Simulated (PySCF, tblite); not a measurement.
**C₈H₁₃B: geometry, infrared bands and NMR shifts**

Wanted: the infrared bands and NMR shifts of C₈H₁₃B (`C#CBCC(=C)CCC`), by calculation.

Programs: tblite 0.8.0 and PySCF 2.14.0, with density-fitted response routines of our own. Each step states its level of theory. These are calculated values for one molecule in the gas phase, unless marked as measured. Atoms count from 0, in the outputs and in this text.

## (1) The molecule as given

22 atoms, charge 0, multiplicity 1; geometry from: force field or distance geometry start.

Bonds of the start (Å): C0–C1 1.19, C1–B2 1.55, B2–C3 1.59, C3–C4 1.51, C4–C5 1.34, C4–C6 1.52, C6–C7 1.53, C7–C8 1.53, C0–H9 1.06, B2–H10 1.17, C3–H11 1.11, C3–H12 1.13, C5–H13 1.08, C5–H14 1.09, C6–H15 1.10, C6–H16 1.12, C7–H17 1.10, C7–H18 1.11, C8–H19 1.11, C8–H20 1.10, C8–H21 1.12.

## (2) Geometry optimisation with GFN2-xTB

The job: settings as JSON, then the geometry in Å.

```
{"job": {"kind": "relax", "xc": "GFN2-xTB", "basis": "xTB"}, "charge": 0, "multiplicity": 1}
C      2.119800     1.639500    -1.882100
C      2.331400     0.909800    -0.964500
B      2.631800    -0.038200     0.228200
C      1.626600    -1.225000     0.560500
C      0.297500    -0.717300     1.080500
C      0.198500    -0.222400     2.316800
C     -0.937300    -0.813100     0.202100
C     -1.419900     0.575000    -0.229100
C     -2.648800     0.459700    -1.131800
H      1.907900     2.288200    -2.690200
H      3.631100     0.075700     0.823000
H      1.491800    -1.849400    -0.344900
H      2.086600    -1.882800     1.350000
H     -0.743600     0.123600     2.709300
H      1.073000    -0.154700     2.965000
H     -0.725800    -1.423200    -0.687000
H     -1.739500    -1.334600     0.775500
H     -0.620300     1.087000    -0.790000
H     -1.690000     1.184400     0.662800
H     -3.480000    -0.036400    -0.586400
H     -2.414300    -0.108300    -2.046000
H     -2.986800     1.482200    -1.430300
```

On the command line:

```bash
$ OMP_NUM_THREADS=1 python probes_run.py task.json out
```

This one command runs all jobs of the session in turn.

Log:

```text
step      E/eV     max force
  0    -676.92958    2.813
  1    -676.90946    5.286
  2    -677.04066    0.408
  3    -677.05400    0.300
  4    -677.06269    0.393
  5    -677.06564    0.162
  6    -677.06769    0.128
  7    -677.07077    0.147
  8    -677.07237    0.109
  9    -677.07363    0.072
 10    -677.07444    0.068
 11    -677.07523    0.066
 12    -677.07604    0.081
 13    -677.07690    0.078
 14    -677.07772    0.079
 15    -677.07847    0.067
 16    -677.07914    0.052
 17    -677.07972    0.049
 18    -677.08024    0.055
 19    -677.08073    0.051
 20    -677.08122    0.057
 21    -677.08173    0.048
 22    -677.08223    0.049
 23    -677.08270    0.056
 24    -677.08316    0.056
 25    -677.08366    0.052
 26    -677.08425    0.067
 27    -677.08491    0.058
 28    -677.08556    0.063
 29    -677.08616    0.057
 30    -677.08674    0.056
 31    -677.08738    0.071
 32    -677.08808    0.079
 33    -677.08880    0.068
 34    -677.08947    0.059
 35    -677.09008    0.057
 36    -677.09067    0.061
 37    -677.09129    0.060
 38    -677.09193    0.057
 39    -677.09251    0.053
 40    -677.09297    0.045
 41    -677.09334    0.043
 42    -677.09367    0.047
 43    -677.09398    0.037
 44    -677.09428    0.041
 45    -677.09462    0.043
 46    -677.09503    0.057
 47    -677.09552    0.067
 48    -677.09603    0.056
 49    -677.09651    0.051
 50    -677.09698    0.045
 51    -677.09746    0.055
 52    -677.09798    0.055
 53    -677.09850    0.048
 54    -677.09894    0.058
 55    -677.09932    0.045
 56    -677.09975    0.053
 57    -677.10028    0.052
 58    -677.10098    0.041
 59    -677.10127    0.044
 60    -677.10165    0.046
 61    -677.10198    0.039
 62    -677.10242    0.045
 63    -677.10291    0.051
 64    -677.10347    0.056
 65    -677.10407    0.066
 66    -677.10470    0.056
 67    -677.10535    0.069
 68    -677.10602    0.064
 69    -677.10663    0.055
 70    -677.10716    0.074
 71    -677.10773    0.078
 72    -677.10849    0.070
 73    -677.10940    0.074
 74    -677.11050    0.099
 75    -677.11185    0.094
 76    -677.11330    0.123
 77    -677.11464    0.088
 78    -677.11592    0.083
 79    -677.11689    0.173
 80    -677.11799    0.089
 81    -677.11937    0.084
 82    -677.12325    0.135
 83    -677.12649    0.172
 84    -677.12948    0.128
 85    -677.13181    0.150
 86    -677.13391    0.195
 87    -677.13616    0.204
 88    -677.13987    0.197
 89    -677.14202    0.145
 90    -677.14377    0.093
 91    -677.14714    0.111
 92    -677.14976    0.121
 93    -677.15270    0.134
 94    -677.15536    0.140
 95    -677.15347    0.360
 96    -677.15920    0.109
 97    -677.16073    0.094
 98    -677.16559    0.139
 99    -677.16862    0.129
100    -677.17451    0.169
101    -677.17675    0.233
102    -677.17894    0.139
103    -677.17930    0.219
104    -677.18222    0.239
105    -677.18420    0.230
106    -677.18636    0.125
107    -677.18767    0.093
108    -677.18927    0.075
109    -677.19020    0.060
110    -677.19090    0.083
111    -677.19148    0.045
112    -677.19195    0.069
113    -677.19226    0.062
114    -677.19246    0.046
115    -677.19266    0.036
116    -677.19287    0.023
117    -677.19303    0.034
118    -677.19319    0.037
119    -677.19332    0.023
120    -677.19344    0.020
121    -677.19357    0.025
122    -677.19372    0.036
123    -677.19389    0.048
124    -677.19407    0.036
125    -677.19427    0.029
126    -677.19447    0.027
127    -677.19469    0.029
128    -677.19493    0.028
129    -677.19514    0.040
130    -677.19531    0.049
131    -677.19545    0.049
132    -677.19562    0.048
133    -677.19581    0.039
134    -677.19598    0.032
135    -677.19612    0.024
136    -677.19625    0.030
137    -677.19640    0.027
138    -677.19656    0.019
139    -677.19665    0.016
140    -677.19670    0.012
141    -677.19672    0.010
```

Wall time 4.1 s (1 thread of Intel Xeon at 2.50GHz, shared host); peak memory 0.18 GiB.

The steps of the relaxation: (not every step is listed) (the energy doesn't fall at every step)

| step | energy from step 0 (eV) | largest force (eV/Å) |
| --- | --- | --- |
| 0 | 0.0000 | 2.8134 |
| 1 | 0.0201 | 5.2857 |
| 2 | -0.1111 | 0.4083 |
| 3 | -0.1244 | 0.3005 |
| 4 | -0.1331 | 0.3932 |
| 5 | -0.1361 | 0.1616 |
| 6 | -0.1381 | 0.1277 |
| 7 | -0.1412 | 0.1468 |
| 8 | -0.1428 | 0.1087 |
| 20 | -0.1516 | 0.0568 |
| 32 | -0.1585 | 0.0791 |
| 44 | -0.1647 | 0.0412 |
| 56 | -0.1702 | 0.0535 |
| 68 | -0.1764 | 0.0638 |
| 80 | -0.1884 | 0.0890 |
| 92 | -0.2202 | 0.1209 |
| 104 | -0.2526 | 0.2387 |
| 116 | -0.2633 | 0.0228 |
| 128 | -0.2654 | 0.0283 |
| 136 | -0.2667 | 0.0298 |
| 137 | -0.2668 | 0.0266 |
| 138 | -0.2670 | 0.0193 |
| 139 | -0.2671 | 0.0157 |
| 140 | -0.2671 | 0.0117 |
| 141 | -0.2671 | 0.0099 |

Distances of close pairs at the start and the end, largest changes first:

| bond | before (Å) | after (Å) | change (Å) |
| --- | --- | --- | --- |
| C1–B2 | 1.553 | 1.504 | -0.049 |
| C3–H12 | 1.126 | 1.093 | -0.033 |
| C8–H21 | 1.118 | 1.088 | -0.030 |
| C6–H16 | 1.115 | 1.092 | -0.024 |
| C8–H19 | 1.111 | 1.088 | -0.023 |
| C7–H18 | 1.113 | 1.092 | -0.021 |
| C3–H11 | 1.108 | 1.093 | -0.015 |
| C4–C6 | 1.518 | 1.503 | -0.015 |

The next job starts from the end point, and lists it.

## (3) Harmonic vibrations with GFN2-xTB

The job: settings as JSON, then the geometry in Å.

```
{"job": {"kind": "ir", "xc": "GFN2-xTB", "basis": "xTB"}, "charge": 0, "multiplicity": 1}
C      2.426709     1.104290    -2.601210
C      2.160093     0.904766    -1.442016
B      1.798490     0.652980    -0.004003
C      1.528309    -0.827196     0.503308
C      0.236895    -0.942213     1.266526
C      0.182516    -1.082512     2.581570
C     -1.001146    -0.835121     0.420380
C     -1.229756     0.608692    -0.031097
C     -2.351067     0.723297    -1.054672
H      2.665243     1.283261    -3.610245
H      1.804856     1.542111     0.761033
H      1.521560    -1.548886    -0.317004
H      2.350021    -1.100491     1.170671
H     -0.755336    -1.150343     3.107705
H      1.070226    -1.135707     3.189501
H     -0.895538    -1.468086    -0.465030
H     -1.870558    -1.181363     0.982604
H     -0.300956     0.990312    -0.471429
H     -1.455684     1.225616     0.841617
H     -3.291133     0.368705    -0.636589
H     -2.122490     0.129071    -1.937134
H     -2.481663     1.758201    -1.362886
```

Log:

```text
mode    cm-1     km/mol
  1      31.7      0.22
  2      61.0      0.68
  3      74.5      0.97
  4     105.4      0.01
  5     139.6      1.80
  6     165.1      0.80
  7     224.1      0.23
  8     240.7      0.09
  9     309.3      2.38
 10     316.4      1.59
 11     390.4      0.12
 12     404.9      0.46
 13     459.3      0.89
 14     583.7      0.78
 15     650.2     30.16
 16     655.5     20.36
 17     698.6     13.81
 18     706.5      7.23
 19     779.3     93.34
 20     793.9     61.09
 21     875.4     12.63
 22     888.0     21.30
 23     903.1     10.45
 24     914.4      5.65
 25     943.6      4.86
 26     972.8      3.95
 27     981.3      0.47
 28    1062.8     17.39
 29    1094.4      2.75
 30    1116.9     25.64
 31    1117.7     48.09
 32    1138.5     61.44
 33    1222.9      4.04
 34    1241.8     51.46
 35    1266.4     29.59
 36    1273.6     18.52
 37    1286.7      8.49
 38    1351.4      6.12
 39    1414.0      1.14
 40    1423.0      5.03
 41    1462.3      1.73
 42    1484.7      1.03
 43    1487.1      0.68
 44    1503.3      2.80
 45    1503.9      1.68
 46    1723.0     44.32
 47    2192.7     39.41
 48    2618.9    114.02
 49    2919.4    109.90
 50    2954.4     12.19
 51    2959.5     46.43
 52    2970.3     33.28
 53    2978.7     58.87
 54    2983.5     50.11
 55    3027.3     53.93
 56    3030.4     50.95
 57    3036.6     29.08
 58    3096.4     33.36
 59    3117.7     57.41
 60    3358.8      1.09
```

It took 3.5 s on 1 thread of Intel Xeon at 2.50GHz, shared host; peak memory 0.18 GiB.

The strongest bands and the atoms that carry them (share of the mass-weighted mode):

| cm⁻¹ | km/mol | atoms |
| --- | --- | --- |
| 779 | 93.3 | C3 14 %, H12 11 %, B2 11 %, H17 11 % |
| 794 | 61.1 | H18 15 %, H17 14 %, H10 11 %, B2 10 % |
| 1138 | 61.4 | B2 44 %, H12 27 %, H10 15 % |
| 2619 | 114.0 | H10 92 % |
| 2919 | 109.9 | H17 90 % |
| 2979 | 58.9 | H18 82 % |
| 3027 | 53.9 | H19 64 %, H20 25 % |
| 3118 | 57.4 | H14 53 %, H13 37 % |

## (4) Nuclear shieldings: PBE0/pcSseg-1

The job, as its differences from that of step 3:

```diff
@@ -1,2 +1,2 @@
-{"job": {"kind": "ir", "xc": "GFN2-xTB", "basis": "xTB"}, "charge": 0, "multiplicity": 1}
+{"job": {"kind": "nmr", "xc": "PBE0", "basis": "pcSseg-1"}, "charge": 0, "multiplicity": 1}
 C      2.426709     1.104290    -2.601210
```

With the program's defaults for keys left out, this is: GIAO PBE0/pcSseg-1 NMR shielding, non-relativistic, gas phase.

Log:

```text
coarse grid: 17840 points
cycle   1  E = -336.8409680612  dE =  9.239e-01  |g| = 5.154e-01  |ddm| = 4.131e+00
cycle   2  E = -336.8285167834  dE =  1.245e-02  |g| = 5.669e-01  |ddm| = 1.048e+00
cycle   3  E = -336.9073596447  dE = -7.884e-02  |g| = 1.746e-01  |ddm| = 5.498e-01
cycle   4  E = -336.9147446829  dE = -7.385e-03  |g| = 4.268e-02  |ddm| = 1.397e-01
cycle   5  E = -336.9152072286  dE = -4.625e-04  |g| = 9.760e-03  |ddm| = 4.127e-02
cycle   6  E = -336.9152314410  dE = -2.421e-05  |g| = 3.164e-03  |ddm| = 1.227e-02
cycle   7  E = -336.9152337341  dE = -2.293e-06  |g| = 1.014e-03  |ddm| = 3.290e-03
final grid: 170712 points
cycle   8  E = -336.9700321596  dE = -5.691e-05  |g| = 9.243e-03  |ddm| = 4.808e-02
cycle   9  E = -336.9700221578  dE =  1.000e-05  |g| = 1.116e-02  |ddm| = 1.927e-02
cycle  10  E = -336.9700543532  dE = -3.220e-05  |g| = 2.161e-03  |ddm| = 1.125e-02
cycle  11  E = -336.9700554976  dE = -1.144e-06  |g| = 3.685e-04  |ddm| = 1.899e-03
cycle  12  E = -336.9700555170  dE = -1.938e-08  |g| = 2.610e-04  |ddm| = 4.537e-04
cycle  13  E = -336.9700555341  dE = -1.708e-08  |g| = 5.994e-05  |ddm| = 2.010e-04
cycle  14  E = -336.9700555350  dE = -9.014e-10  |g| = 1.181e-05  |ddm| = 6.287e-05
converged SCF energy = -336.9700555350

GIAO shielding tensors (ppm)
atom      isotropic    diamagn.    paramagn.     s11        s22        s33       span
  0 C       55.237     261.543    -206.306      2.936     28.671    134.103    131.166
  1 C       87.486     255.239    -167.753    -21.976    -11.597    296.032    318.008
  2 B       35.987     191.676    -155.689    -33.962     14.922    127.000    160.962
  3 C      141.360     250.041    -108.681    113.466    136.803    173.810     60.344
  4 C       26.867     260.931    -234.065    -94.509     27.187    147.921    242.431
  5 C       71.734     251.118    -179.384    -26.767     99.116    142.853    169.620
  6 C      141.162     250.119    -108.957    126.380    131.969    165.137     38.757
  7 C      154.351     251.260     -96.910    146.274    151.127    165.651     19.377
  8 C      170.349     245.997     -75.648    158.708    164.505    187.834     29.126
  9 H       27.159      33.428      -6.269     24.958     25.119     31.400      6.442
 10 H       25.367      29.532      -4.165     20.600     26.511     28.991      8.392
 11 H       29.169      31.329      -2.160     27.154     27.994     32.359      5.205
 12 H       29.459      30.283      -0.824     25.387     28.986     34.003      8.616
 13 H       26.644      31.606      -4.962     23.449     25.223     31.260      7.810
 14 H       26.664      30.880      -4.216     23.731     25.191     31.070      7.339
 15 H       30.150      33.461      -3.311     27.220     29.847     33.383      6.163
 16 H       29.546      33.550      -4.004     25.653     29.328     33.658      8.005
 17 H       31.361      34.908      -3.546     25.700     30.737     37.648     11.948
 18 H       30.443      33.249      -2.806     26.400     29.827     35.101      8.701
 19 H       30.676      29.066       1.610     26.211     28.744     37.073     10.861
 20 H       30.880      30.480       0.400     26.706     29.461     36.473      9.767
 21 H       30.460      28.815       1.645     25.957     27.719     37.705     11.748
```

Run time: 2.5 min. Hardware: 1 thread of Intel Xeon at 2.50GHz, shared host; peak memory 1 GiB.

Shifts follow as δ = σ(reference) − σ, with reference shieldings (ppm) from runs at the same level and on the same kind of geometry: 1H TMS 31.72, 13C TMS 186.9, 11B BF3·OEt2 100.1. The references are single molecules in the gas phase. Atoms listed in one row are averaged.

| atoms | environment | σ (ppm) | δ (ppm) | δ scaled to CDCl3 |
| --- | --- | --- | --- | --- |
| C4 | fully substituted alkene carbon | 26.9 | 160.1 | 154.3 |
| C0 | terminal alkyne carbon | 55.2 | 131.7 | 126.6 |
| C5 | terminal =CH2 carbon | 71.7 | 115.2 | 110.5 |
| C1 | alkyne carbon | 87.5 | 99.4 | 95.1 |
| C6 | allylic sp3 CH2 | 141.2 | 45.8 | 42.7 |
| C3 | allylic sp3 CH2 bonded to B | 141.4 | 45.6 | 42.6 |
| C7 | sp3 CH2 | 154.4 | 32.6 | 29.9 |
| C8 | methyl carbon | 170.3 | 16.6 | 14.3 |
| H10 | hydrogen on a boron bonded to 2 C | 25.37 | 6.35 | – |
| H13 | hydrogen on a terminal =CH2 carbon | 26.64 | 5.07 | 4.89 |
| H14 | hydrogen on a terminal =CH2 carbon | 26.66 | 5.05 | 4.87 |
| H9 | hydrogen on a terminal alkyne carbon | 27.16 | 4.56 | 4.40 |
| H11, H12 | hydrogen on an allylic sp3 CH2 bonded to B | 29.31 | 2.40 | 2.37 |
| H15, H16 | hydrogen on an allylic sp3 CH2 | 29.85 | 1.87 | 1.87 |
| H19, H20, H21 | hydrogen on a methyl carbon | 30.67 | 1.04 | 1.09 |
| H17, H18 | hydrogen on an sp3 CH2 | 30.90 | 0.81 | 0.87 |
| B2 | boron bonded to 2 C, H | 36.0 | 64.1 | – |

The scaled column applies a straight-line fit of computed shieldings to shifts measured in CDCl3 (root-mean-square error 0.16 ppm for H, 1.9 ppm for C).

Charges from the same density, by scheme (e):

| atoms | Mulliken | IAO | Hirshfeld | ESP fit |
| --- | --- | --- | --- | --- |
| C0 | -0.26 | -0.18 | -0.07 | -0.27 |
| C1 | -0.01 | -0.13 | -0.11 | -0.26 |
| B2 | 0.29 | 0.13 | 0.16 | 0.51 |
| C3 | -0.28 | -0.40 | -0.14 | -0.42 |
| C4 | -0.44 | 0.05 | 0.02 | 0.19 |
| C5 | -0.06 | -0.35 | -0.12 | -0.64 |
| C6 | -0.10 | -0.26 | -0.07 | -0.27 |
| C7 | -0.33 | -0.22 | -0.05 | 0.45 |
| C8 | -0.25 | -0.42 | -0.11 | -0.42 |

Mayer bond orders: C0–C1 2.46, C1–B2 1.05, B2–C3 0.96, C3–C4 1.03, C4–C5 1.99, C4–C6 1.03, C6–C7 1.01, C7–C8 1.07.

The fields below are evaluated on a grid from the run's orbitals.

Frontier orbitals at PBE0/pcSseg-1, with the share of their density that lies nearest to each atom:

| orbital | energy (eV) | lies on |
| --- | --- | --- |
| HOMO | -6.96 | C5 37 %; C4 27 % |
| LUMO | -1.90 | B2 38 %; C0 21 %; C1 9 % |

ELF in a plane through or near 7 of the atoms.

Ten even steps from '0' (0.00) to '9' (1.00):
```
0000000000000000000000000000
0000000000000000000000000000
0000000000000000000000000000
0000000000003720053000000000
0000000000039980398300000000
0000000000028980398300000000
0000002331156751445551000000
0000024666489285846997000000
0000256844848562243895000000
0004991275721028820000000000
0008997586401246478400000000
0004996554007669779810000000
0000000110000375201000000000
0000000000001556410000000000
0000000000003747996000000000
0000000000001548998000000000
0000000000000114893000000000
0000000000000000000000000000
0000000000000000000000000000
0000000000000000000000000000
```
The map spans 14.6 Å across and 11.7 Å up, centred on the molecule. Atoms in the plane (x, y in Å): C0 (-3.7, 0.2), C4 (1.1, 1.1), C5 (2.1, 1.8), C8 (0.4, -2.7), H9 (-4.7, -0.2), H12 (-0.2, 2.8), H19 (1.4, -3.1).

On the surface of density 0.002 e/bohr³ the electrostatic potential runs, from the 1st to the 99th percentile, from -0.80 V near C5 to 1.42 V near H9.

## (5) Summary of results

| quantity | value |
| --- | --- |
| strongest single infrared mode (GFN2-xTB) | 2619 cm⁻¹, 114 km/mol |
| zero-point energy (GFN2-xTB) | 115.3 kcal/mol |
| 13C shifts against TMS (PBE0/pcSseg-1) | 160.1, 131.7, 115.2, 99.4, 45.8, 45.6, 32.6, 16.6 ppm |
| 1H shifts against TMS (PBE0/pcSseg-1, means over atoms taken as alike) | 6.35, 5.07, 5.05, 4.56, 2.40, 1.87, 1.04, 0.81 ppm |
| 11B shifts against BF3·OEt2 (PBE0/pcSseg-1) | 64.1 ppm |
| surface potential, 1st and 99th percentile | -0.80 V and 1.42 V |

Over 141 steps the energy fell by 0.267 eV; of the close pairs, C1–B2 changed most, 1.553 to 1.504 Å. No mode is imaginary among the 60: a minimum at this level. The strongest single mode, at 2619 cm⁻¹, moves mainly H10. GFN2-xTB is a fitted tight-binding method: band positions and strengths are rough. Its intensities can rank the bands wrongly. C4 (fully substituted alkene carbon) lies farthest downfield among carbon, at 160.1 ppm; the olefinic region. At PBE0/pcSseg-1: The widest tensor belongs to C1: span 318 ppm, with a paramagnetic part of -168 ppm. At PBE0/pcSseg-1, counted by nearest atom on the grid, the HOMO lies on C5 37 %; C4 27 %, the LUMO on B2 38 %; C0 21 %.
